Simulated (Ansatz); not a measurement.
# YSe: a tetragonal deformation path

The task here is to estimate one member of a computed series from the others.

Computed with Ansatz 0.2.0 (DFT PBEsol, scalar-relativistic, plane waves, PAW, unless a step's input says otherwise).

## The starting structure

Symmetry: Fm-3m, No. 225, cubic system. The conventional cell has a = 5.750 Å, b = 5.750 Å, c = 5.750 Å, α = 90.00°, β = 90.00°, γ = 90.00°. Around Y (site symmetry m-3m) lie 6 Se at 2.88 Å. Se (site symmetry m-3m) is surrounded by 6 Y at 2.88 Å.

Coordinates:

```
Y Se
1.0
     0.00000    2.87500    2.87500
     2.87500    0.00000    2.87500
     2.87500    2.87500    0.00000
Y Se
1 1
Direct
  0.00000 0.00000 0.00000
  0.50000 0.50000 0.50000
```

No relaxation comes first: the listed cell is the starting point.

The first run:

Contents of input.yaml:

```yaml
crystal:
  lattice:
    - [0.0, 2.875, 2.875]
    - [2.875, 0.0, 2.875]
    - [2.875, 2.875, 0.0]
  atoms:
    - { symbol: "Y", position: [0.0, 0.0, 0.0] }
    - { symbol: Se, position: [0.5, 0.5, 0.5] }
basis:
  ecutwfc: 420
kpoints:
  mp_grid: { grid: [16, 16, 16] }
hamiltonian:
  xc: pbesol
scf:
  occupations: { method: gaussian, width: 0.15 }
output:
  forces: true
  stress: true
  eigenvalues: true
```

Launch:

```console
ansatz run input.yaml --threads 1 --pin off --max-ram 1228MiB --backend cpu --events-out ev --progress --plain --runs-dir out
```

Steps of the session up to this table: Zero of the scan; ρ = 0.707; ρ = 1.414; At ρ = 0.850; At ρ = 1.200.

One table of the session follows, with a row left open; its other results are not shown here.

Collected from the runs (energy zero: the undisturbed cell):

```
    ρ  ΔE (meV/atom)  pressure (GPa)
0.707         1690.4            32.2
0.850              ?               ?
1.000            0.0            -2.5
1.200          218.5             4.2
1.414          721.9            19.0
```

**Question.** Estimate the row for ρ = 0.850.

Worked estimate for «ΔE (meV/atom)». A straight line through the neighbours (0.707, 1690.4) and (1.000, 0.0) gives 1690.4 + (0.0 − 1690.4) × (0.850 − 0.707) / (1.000 − 0.707) = 865.4; a parabola fitted to 3 rows on both sides gives 566.8.

**Answer.** ΔE (meV/atom): 277.4; pressure (GPa): 4.3. In «ΔE (meV/atom)» the line misses by +588.0 and the parabola by +289.4.

Caveats from the session: The final runs have no spin polarisation, so no magnetic state was tried and one may lie lower.
